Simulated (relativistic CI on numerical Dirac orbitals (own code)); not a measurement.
# As²⁺: one ion under different settings

How much do the settings matter for As²⁺? One ion, several inputs.

The numbers are computed with relativistic CI on numerical Dirac orbitals (own code) version 3 (Dirac-Coulomb-Breit CI, KLI orbitals optimised for each configuration, model QED (radiative potential, 1s self-energy scaled to tabulated hydrogen-like ionisation energies), numerical settings as typed), except any that are marked as measured or tabulated.

### Step 1. The atom as given

| Quantity | Value |
| --- | --- |
| ion | As²⁺ (As III) |
| nuclear charge | 33 |
| electrons | 31 |
| isotope | A = 75 |

### Step 2. Usual settings

Settings, as recorded:

```ini
atom As  Z=33  charge=2  electrons=31
nucleus A=75  rms_radius_fm=4.0968
hamiltonian dirac-coulomb  breit=on  qed=on  c_scale=1
orbitals kli  potential=per-configuration
slater_scale 1
correlation none
mixing on
grid step=0.0125 r_max=49.7
scf mixing=0.4 start=green max_iterations=150 tolerance=2e-08 node_fill=0.05
configurations
  [Ar] 3d10 4s2 4p
  [Ar] 3d10 4s 4p2
  [Ar] 3d10 4s2 4d
end
```

On the command line:

```console
$ python run_levels.py task.json out
```

task.json lists these runs, among others, and the program works through them in turn.

### Step 3. Node fill 0.01, tolerance 1e-05, nuclear radius 4.5065

Settings, as recorded:

```ini
atom As  Z=33  charge=2  electrons=31
nucleus A=75  rms_radius_fm=4.5065
hamiltonian dirac-coulomb  breit=on  qed=on  c_scale=1
orbitals kli  potential=per-configuration
slater_scale 1
correlation none
mixing on
grid step=0.0125 r_max=49.7
scf mixing=0.4 start=green max_iterations=150 tolerance=1e-05 node_fill=0.01
configurations
  [Ar] 3d10 4s2 4p
  [Ar] 3d10 4s 4p2
  [Ar] 3d10 4s2 4d
end
```

### Step 4. Potential mixing 0.2, Breit term off, tolerance 0.0001

Settings, as recorded:

```ini
atom As  Z=33  charge=2  electrons=31
nucleus A=75  rms_radius_fm=4.0968
hamiltonian dirac-coulomb  breit=off  qed=on  c_scale=1
orbitals kli  potential=per-configuration
slater_scale 1
correlation none
mixing on
grid step=0.0125 r_max=49.7
scf mixing=0.2 start=green max_iterations=150 tolerance=0.0001 node_fill=0.05
configurations
  [Ar] 3d10 4s2 4p
  [Ar] 3d10 4s 4p2
  [Ar] 3d10 4s2 4d
end
```

### Step 5. Tolerance 1e-10

Settings, as recorded:

```ini
atom As  Z=33  charge=2  electrons=31
nucleus A=75  rms_radius_fm=4.0968
hamiltonian dirac-coulomb  breit=on  qed=on  c_scale=1
orbitals kli  potential=per-configuration
slater_scale 1
correlation none
mixing on
grid step=0.0125 r_max=49.7
scf mixing=0.4 start=green max_iterations=150 tolerance=1e-10 node_fill=0.05
configurations
  [Ar] 3d10 4s2 4p
  [Ar] 3d10 4s 4p2
  [Ar] 3d10 4s2 4d
end
```

### Step 6. Node fill 0, end of the grid 149.1

Settings: those of step 5 with these lines changed.

```diff
@@ -7,4 +7,4 @@
 mixing on
-grid step=0.0125 r_max=49.7
-scf mixing=0.4 start=green max_iterations=150 tolerance=1e-10 node_fill=0.05
+grid step=0.0125 r_max=149.1
+scf mixing=0.4 start=green max_iterations=150 tolerance=2e-08 node_fill=0
 configurations
```

### Step 7. Grid step 0.15

Settings: those of step 6 with these lines changed.

```diff
@@ -7,4 +7,4 @@
 mixing on
-grid step=0.0125 r_max=149.1
-scf mixing=0.4 start=green max_iterations=150 tolerance=2e-08 node_fill=0
+grid step=0.15 r_max=49.7
+scf mixing=0.4 start=green max_iterations=87 tolerance=2e-08 node_fill=0.05
 configurations
```

(Steps that only read results are left out.)

What does the calculation give? Wanted: lowest level, usual settings; total energy; first excitation.

The runs gave:

| setting | total energy less usual (Ha) | largest shift of a level among the lowest eight of both runs, same label and place (cm⁻¹) | SCF iterations | time | lowest level | kind of change |
| --- | --- | --- | --- | --- | --- | --- |
| usual | 0 | 0 | 36 | 0.43 s | 4p 2P°1/2 | - |
| node fill 0.01, tolerance 1e-05, nuclear radius 4.5065 | 0.00346 | 77.7 | 30 | 0.44 s | 4p 2P°1/2 | unphysical constant |
| potential mixing 0.2, Breit term off, tolerance 0.0001 | -1.06 | 77.2 | 29 | 0.36 s | 4p 2P°1/2 | model term |
| tolerance 1e-10 | 0 | 0 | 39 | 0.4 s | 4p 2P°1/2 | numerical |
| node fill 0, end of the grid 149.1 | 0.000764 | 97.2 | 36 | 0.37 s | 4p 2P°1/2 | numerical |
| grid step 0.15 | 0.0101 | 38.3 | 36 | 0.091 s | 4p 2P°1/2 | unsound |

| quantity | value |
| --- | --- |
| lowest level, usual settings | 4p 2P°1/2 |
| total energy | -2256.7280 Ha |
| first excitation | 2918.8 cm⁻¹ |

What this shows: Among the runs whose levels can be followed, they move most under «node fill 0, end of the grid 149.1» (numerical), by up to 97.2 cm⁻¹. No visible change in the result comes from «tolerance 1e-10». Under «grid step 0.15» the program warns: orbitals of one symmetry overlap by 3.6e-05. Only the listed configurations are in the model. In a near-neutral ion this small CI can misplace whole configurations by 10,000 cm⁻¹ or more.
